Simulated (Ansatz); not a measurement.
# Zr2Pd2Se: the cost of one run

Program: Ansatz 0.2.0. Level of theory: DFT PBE, scalar-relativistic, plane waves, PAW. These are calculated values, not measurements.

## Step 1: The starting structure

It takes space group P6/mmm (No. 191, hexagonal). The conventional cell has a = 3.949 Å, b = 3.949 Å, c = 7.544 Å, α = 90.00°, β = 90.00°, γ = 120.00°. Zr (site symmetry 6mm) is surrounded by 1 Zr at 2.36 Å and 6 Pd at 2.57 Å and 1 Se at 2.59 Å. Pd (site symmetry -6m2) is surrounded by 3 Pd at 2.28 Å and 6 Zr at 2.57 Å. Se (site symmetry 6/mmm) has 2 Zr at 2.59 Å in its first shell of neighbours.

Structure file:

```cif
data_structure
_symmetry_space_group_name_H-M 'P6/mmm'
_symmetry_Int_Tables_number 191
_cell_length_a 3.9493
_cell_length_b 3.9493
_cell_length_c 7.5441
_cell_angle_alpha 90.000
_cell_angle_beta 90.000
_cell_angle_gamma 120.000
_cell_volume 101.90
loop_
_atom_site_label
_atom_site_type_symbol
_atom_site_symmetry_multiplicity
_atom_site_Wyckoff_symbol
_atom_site_fract_x
_atom_site_fract_y
_atom_site_fract_z
_atom_site_occupancy
Zr1 Zr 2 e 0.00000 0.00000 0.34355 1
Pd1 Pd 2 d 0.33333 0.66667 0.50000 1
Se1 Se 1 a 0.00000 0.00000 0.00000 1
```

A structure generator made this guess: random cell by space group and Wyckoff sites (P6/mmm, No. 191). Lengths come from tabulated atomic sizes and are only a guess.

## Step 2: A first look at the guess

input.yaml reads:

```yaml
crystal:
  lattice:
    - [3.94926584, 0.0, 0.0]
    - [-1.97463292, 3.42016454, 0.0]
    - [0.0, 0.0, 7.54407965]
  atoms:
    - { symbol: Zr, position: [0.0, 0.0, 0.34354688] }
    - { symbol: Zr, position: [0.0, 0.0, 0.65645312] }
    - { symbol: Pd, position: [0.33333333, 0.66666667, 0.5] }
    - { symbol: Pd, position: [0.66666667, 0.33333333, 0.5] }
    - { symbol: Se, position: [0.0, 0.0, 0.0] }
basis:
  ecutwfc: 420
kpoints:
  mp_grid: { grid: [6, 6, 2] }
hamiltonian:
  xc: pbe
scf:
  occupations: { method: gaussian, width: 0.1 }
  lower_state_search: "off"
output:
  forces: true
  stress: true
  eigenvalues: true
```

On the command line:

```
ansatz run input.yaml --threads 1 --pin off --max-ram 2560MiB --backend cpu --events-out ev --progress --plain --runs-dir out
```

Q: Estimate wall time and peak memory on 1 thread of Intel Xeon at 2.50GHz (Skylake/Cascade Lake), shared host.

About 10 s, with a peak of 0.42 GiB.
